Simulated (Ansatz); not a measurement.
**LiMg6Mo under changes of volume**

One of the cells (20.167 Å³/atom); the others are scaled copies at fixed shape and fractional positions:

```xyz
8
Lattice="4.3394 0.0000 0.0000 0.0000 4.2551 4.3687 0.0000 -4.2551 4.3687" Properties=species:S:1:pos:R:3 pbc="T T T"
Mo    0.0000    0.0000    1.0715
Mg    2.1697    0.0000    3.0938
Mg    2.1697    0.0000    7.8023
Mg    2.1697   -2.1831    5.4518
Mg    2.1697    2.1831    5.4518
Mg    0.0000   -2.1034    3.2804
Mg    0.0000    2.1034    3.2804
Li    0.0000    0.0000    5.5178
```

The cell comes from a database or a generator and needn't be the stable form of this composition.

```yaml
Program: Ansatz 0.2.0
Functional: PBE
Potentials_or_basis: Ansatz PAW
Cutoff: "420 eV (not typed: the program's choice for these potentials)"
k_mesh: 6 × 5 × 5
Occupations: fermi-dirac, width 0.05 eV
Spin: no spin polarisation
```

```tsv
volume (Å³/atom)	energy over the lowest point (meV/atom)	pressure (GPa)	largest force (eV/Å)
18.957	?	?	?
19.360	4.82	2.1	0.181
19.763	1.02	1.0	0.121
20.167	0.00	-0.1	0.067
20.570	1.49	-1.0	0.049
20.973	5.26	-1.9	0.094
21.377	11.09	-2.7	0.135
```

Problem. What does the run at 18.957 Å³/atom give?

Solution. Energy over the lowest point 11.68 meV/atom; pressure 3.4 GPa; largest force 0.245 eV/Å.

Worked out: A Birch-Murnaghan fit of order 3 (a polynomial in V^(-2/3)) to the other rows has its minimum at 20.12 Å³/atom with B0 = V·E''(V) = 50 GPa and B' = 4.0 at fixed shape and positions, which overstates the stiffness. It gives 11.70 meV/atom at 18.957 Å³/atom, against the run's 11.68, and -dE/dV = 3.4 GPa, against 3.4.

Energies are extrapolated to zero smearing.
